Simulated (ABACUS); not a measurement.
Write the native input for ABACUS 3.10.1 that does the following.

```yaml
Task: band structure
Functional: PBEsol
Potentials_or_basis: GBRV ultrasoft 1.5 PBEsol
Cutoff: 544 eV
Density_cutoff: 4354 eV
Basis: plane waves
Occupations: fermi-dirac, width 0.05 eV
Spin: no spin polarisation
Radial_cutoff_of_the_potentials_pseudo_rcut: 10 bohr
Threshold_of_the_eigensolver: 1e-07 Ry
Density: read from an earlier self-consistent run
Path: G-X-W-K-G-L-U-W-L-K, U-X
Points_for_each_segment_of_the_path: 10
SCF_threshold_on_the_density: 1e-08
Max_SCF_steps: 100
Eigensolver: dav
Mixing: broyden
Mixing_share: 0.7
Symmetry_key: -1
Bands: 14
```

Crystal: Si.

```xyz
2
Lattice="0.0000 2.7219 2.7219 2.7219 0.0000 2.7219 2.7219 2.7219 0.0000" Properties=species:S:1:pos:R:3 pbc="T T T"
Si    2.7219    2.7219    2.7219
Si    4.0828    4.0828    4.0828
```

One way to write it, as run:

INPUT

```
INPUT_PARAMETERS
suffix              Si
calculation         nscf
basis_type          pw
pseudo_dir          ./
symmetry            -1
dft_functional      pbesol
ecutwfc             40.0
pseudo_rcut         10
nspin               1
nbands              14
ks_solver           dav
smearing_method     fd
smearing_sigma      0.00367493
scf_thr             1e-08
scf_nmax            100
mixing_type         broyden
mixing_beta         0.7
ecutrho             320.0
init_chg            file
pw_diag_thr         1e-07
out_band            1
kpar                4
```

STRU

```
ATOMIC_SPECIES
Si 28.0850 si_pbesol_v1.uspp.F.UPF

LATTICE_CONSTANT
1.8897261246

LATTICE_VECTORS
0.0000000000 2.7218511865 2.7218511865
2.7218511865 0.0000000000 2.7218511865
2.7218511865 2.7218511865 0.0000000000

ATOMIC_POSITIONS
Direct

Si
0.0
2
0.5000000000 0.5000000000 0.5000000000 1 1 1
0.7500000000 0.7500000000 0.7500000000 1 1 1
```

KPT

```
K_POINTS
12
Line
0.00000000 0.00000000 0.00000000 10 // G
0.50000000 0.00000000 0.50000000 10 // X
0.50000000 0.25000000 0.75000000 10 // W
0.37500000 0.37500000 0.75000000 10 // K
0.00000000 0.00000000 0.00000000 10 // G
0.50000000 0.50000000 0.50000000 10 // L
0.62500000 0.25000000 0.62500000 10 // U
0.50000000 0.25000000 0.75000000 10 // W
0.50000000 0.50000000 0.50000000 10 // L
0.37500000 0.37500000 0.75000000 1 // K
0.62500000 0.25000000 0.62500000 10 // U
0.50000000 0.00000000 0.50000000 1 // X
```

Potentials or basis: GBRV ultrasoft 1.5 PBEsol, plane waves.

Command:

```bash
$ OMP_NUM_THREADS=1 mpirun -np 4 abacus > log
```

It gave:

```json
{
 "Band gap along the path": "0.48 eV, indirect (least direct gap 2.51 eV)"
}
```

Caveat: the density is read from an earlier self-consistent run, whose mesh may be coarse.

Run time: 3.4 s on 4 MPI ranks on Intel(R) Xeon(R) Platinum 8559C (Emerald Rapids), with other jobs on the host, peak memory 0.6 GiB a rank.
